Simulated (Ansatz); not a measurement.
**BGeH7Si: up Jacob's ladder to CCSD(T)**

An exercise on one series of results from a longer session: the logs are not shown, and one member is left open.

Program: Ansatz 0.2.0, Gaussian basis. Level of theory: functionals in def2-TZVPP, the program's frozen cores in correlated methods. These are calculated values, not measurements.

The runs, in order: LDA (SPW92), PBE-D4, revPBE-D4, BLYP-D4, r2SCAN-D4, B97M-V, PBE0-D4, B3LYP-D4, r2SCANh-D4, r2SCAN0-D4, HSE06-D4, BHLYP-D4, CAM-B3LYP-D4, LC-ωPBE, ωB97X-V, ωB97M-V, B2PLYP, PBE-QIDH; CCSD(T)/def2-SVP; CCSD(T)/def2-TZVPP; MP2/def2-QZVPP; extrapolation to the limit; RPA on PBE.

### The geometry

An earlier PBE0-D4 in a triple-zeta def2 set relaxation fixed the geometry.

SMILES `[BH2][GeH2][SiH3]`, 10 atoms, charge 0, spin multiplicity 1.

Atoms are counted from 1 here; the program's logs count them from 0.

Bond lengths: B1–Ge2 2.040 Å, B1–H4 1.194 Å, B1–H5 1.194 Å, Ge2–Si3 2.394 Å, Ge2–H6 1.540 Å, Ge2–H7 1.540 Å, Si3–H8 1.487 Å, Si3–H9 1.487 Å, Si3–H10 1.487 Å. Angles: Ge2–B1–H4 120.6°, Ge2–B1–H5 120.5°, H4–B1–H5 118.8°, B1–Ge2–Si3 105.9°, B1–Ge2–H6 114.2°, B1–Ge2–H7 114.1°, Si3–Ge2–H6 106.8°, Si3–Ge2–H7 106.8°, H6–Ge2–H7 108.4°, Ge2–Si3–H8 110.0°, Ge2–Si3–H9 110.3°, Ge2–Si3–H10 110.3°, H8–Si3–H9 108.8°, H8–Si3–H10 108.8°, H9–Si3–H10 108.6°.

The first run:

File in.yaml:

```yaml
crystal:
  periodic: [false, false, false]
  atoms:
    - {symbol: B, position_ang: [-1.839176, 0.598849, -0.375972]}
    - {symbol: Ge, position_ang: [0.147276, 0.975459, -0.102858]}
    - {symbol: Si, position_ang: [1.163640, -1.147907, 0.334381]}
    - {symbol: H, position_ang: [-2.587789, 0.578093, 0.554492]}
    - {symbol: H, position_ang: [-2.258717, 0.314464, -1.457451]}
    - {symbol: H, position_ang: [0.459498, 1.876651, 1.106188]}
    - {symbol: H, position_ang: [0.853069, 1.560774, -1.340174]}
    - {symbol: H, position_ang: [2.628666, -0.980172, 0.523932]}
    - {symbol: H, position_ang: [0.586284, -1.751600, 1.564472]}
    - {symbol: H, position_ang: [0.930350, -2.075610, -0.804010]}
basis:
  gaussian: {orbitals: def2-TZVPP}
hamiltonian: {xc: lda}
output: {orbitals: {seedname: orbitals}}
```

Run with:

```
ansatz run in.yaml --threads 2 --pin off --events-out ev --progress --plain --max-ram 4352MiB
```

Steps of the session up to this table: LDA; PBE-D4 (GGA); revPBE-D4 (GGA); BLYP-D4 (GGA); r2SCAN-D4 (meta-GGA); B97M-V (meta-GGA); PBE0-D4 (hybrid); B3LYP-D4 (hybrid); r2SCANh-D4 (hybrid); r2SCAN0-D4 (hybrid); HSE06-D4 (hybrid); BHLYP-D4 (hybrid); CAM-B3LYP-D4 (range-separated); LC-ωPBE (range-separated); ωB97X-V (range-separated); ωB97M-V (range-separated); B2PLYP (double hybrid); PBE-QIDH (double hybrid).

One table of the session follows, with a row left open; its other results are not shown here.

It belongs to the step «Frontier levels by functional». 

```
  functional  HOMO (eV)  LUMO (eV)  gap (eV)
 LDA (SPW92)      -6.94      -3.63      3.32
      PBE-D4      -6.83      -3.38      3.46
   revPBE-D4          ?          ?         ?
     BLYP-D4      -6.68      -3.21      3.47
   r2SCAN-D4      -7.07      -3.05      4.02
      B97M-V      -7.18      -3.20      3.98
     PBE0-D4      -7.88      -2.43      5.45
    B3LYP-D4      -7.67      -2.62      5.05
  r2SCANh-D4      -7.45      -2.73      4.73
  r2SCAN0-D4      -8.03      -2.25      5.78
    HSE06-D4      -7.49      -2.81      4.68
    BHLYP-D4      -8.80      -1.40      7.40
CAM-B3LYP-D4      -9.10      -1.33      7.77
     LC-ωPBE     -10.40      -0.17     10.23
     ωB97X-V     -10.07      -0.28      9.79
     ωB97M-V      -9.88      -0.53      9.35
```

**Question.** Estimate the row for revPBE-D4.

The run gave: HOMO (eV): -6.79; LUMO (eV): -3.27; gap (eV): 3.52. In the column «HOMO (eV)» it lies between PBE-D4 (-6.83) and BLYP-D4 (-6.68).
